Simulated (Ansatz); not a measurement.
**CH₄AsB: taking an electron away**

One table from this session's results is given with a row withheld; the runs are named, their logs left out.

Computed with Ansatz 0.2.0, Gaussian basis. Level: unrestricted cation, the program's frozen cores in correlated methods.

The runs, in order: UKS PBE-D4/def2-TZVPP; UKS r2SCAN-D4/def2-TZVPP; UKS PBE0-D4/def2-TZVPP; UKS B3LYP-D4/def2-TZVPP; UKS wB97X-V/def2-TZVPP; UKS wB97M-V/def2-TZVPP; UKS B2PLYP/def2-TZVPP; UHF-CCSD(T)/def2-TZVPP; UHF-MP2/def2-QZVPP; extrapolation to the limit; then −ε(HOMO) from the neutral's earlier runs with LDA (SPW92), PBE-D4, revPBE-D4, BLYP-D4, r2SCAN-D4, B97M-V, PBE0-D4, B3LYP-D4, r2SCANh-D4, r2SCAN0-D4, HSE06-D4, BHLYP-D4, CAM-B3LYP-D4, LC-ωPBE, ωB97X-V, ωB97M-V.

**The geometry**

All runs share one geometry, relaxed beforehand with PBE0-D4 in a triple-zeta def2 set.

SMILES `B1C[AsH]1`, 7 atoms, charge 0, spin multiplicity 1.

Atoms are counted from 1 here; the program's logs count them from 0.

Bond lengths: B1–C2 1.503 Å, B1–As3 1.997 Å, B1–H4 1.185 Å, C2–As3 2.054 Å, C2–H5 1.087 Å, C2–H6 1.088 Å, As3–H7 1.532 Å. Angles: C2–B1–As3 70.3°, C2–B1–H4 143.2°, As3–B1–H4 142.8°, B1–C2–As3 66.2°, B1–C2–H5 122.8°, B1–C2–H6 119.5°, As3–C2–H5 124.4°, As3–C2–H6 102.1°, H5–C2–H6 112.4°, B1–As3–C2 43.5°, B1–As3–H7 84.2°, C2–As3–H7 97.1°.

As a file:

```
B    -0.7024   -0.0145   -0.5764
C     0.0108    0.5340    0.6275
As    1.2716   -0.1635   -0.8370
H    -1.7390   -0.4529   -0.9471
H    -0.0821    0.0960    1.6181
H     0.2672    1.5905    0.6639
H     1.0351   -1.6575   -0.5947
```

Set-up of the first run:

in.yaml reads:

```yaml
crystal:
  periodic: [false, false, false]
  atoms:
    - {symbol: B, position_ang: [-0.702424, -0.014547, -0.576446]}
    - {symbol: C, position_ang: [0.010841, 0.533951, 0.627475]}
    - {symbol: As, position_ang: [1.271581, -0.163491, -0.837018]}
    - {symbol: H, position_ang: [-1.739007, -0.452883, -0.947098]}
    - {symbol: H, position_ang: [-0.082096, 0.096021, 1.618138]}
    - {symbol: H, position_ang: [0.267229, 1.590466, 0.663902]}
    - {symbol: H, position_ang: [1.035077, -1.657516, -0.594652]}
basis:
  gaussian: {orbitals: def2-TZVPP}
total_charge: 1
magnetization: {spin_polarized: true, initial_magnetization: 1}
hamiltonian: {xc: pbe, dispersion: d4}
```

Launch:

```sh
$ ansatz run in.yaml --threads 2 --pin off --events-out ev --progress --plain --max-ram 4352MiB
```

Steps of the session up to this table: Cation, UKS PBE-D4/def2-TZVPP; Cation, UKS r2SCAN-D4/def2-TZVPP; Cation, UKS PBE0-D4/def2-TZVPP; Cation, UKS B3LYP-D4/def2-TZVPP; Cation, UKS wB97X-V/def2-TZVPP; Cation, UKS wB97M-V/def2-TZVPP; Cation, UKS B2PLYP (frozen core)/def2-TZVPP; Cation, UHF-CCSD(T)/def2-TZVPP; Cation, UHF-MP2/def2-QZVPP.

One table of the session follows, with a row left open; its other results are not shown here.

Orbital estimates, from the neutral's runs:

| functional | −ε(HOMO) (eV) |
| --- | --- |
| LDA (SPW92) | 6.05 |
| PBE-D4 | 5.91 |
| revPBE-D4 | 5.85 |
| BLYP-D4 | 5.74 |
| r2SCAN-D4 | 6.14 |
| B97M-V | 6.15 |
| PBE0-D4 | 6.96 |
| B3LYP-D4 | 6.75 |
| r2SCANh-D4 | 6.53 |
| r2SCAN0-D4 | ? |
| HSE06-D4 | 6.57 |
| BHLYP-D4 | 7.86 |
| CAM-B3LYP-D4 | 8.20 |
| LC-ωPBE | 9.53 |
| ωB97X-V | 9.18 |
| ωB97M-V | 9.03 |

**Question.** Estimate the row for r2SCAN0-D4.

Worked estimate for «−ε(HOMO) (eV)». Against the share of exact exchange, r2SCAN-D4 (0, 6.14), r2SCANh-D4 (0.1, 6.53) give a slope of 3.90 per unit share; at 0.25 the line stands at 7.11.

The run gave: −ε(HOMO) (eV): 7.11. In «−ε(HOMO) (eV)» the line misses by 0.00.
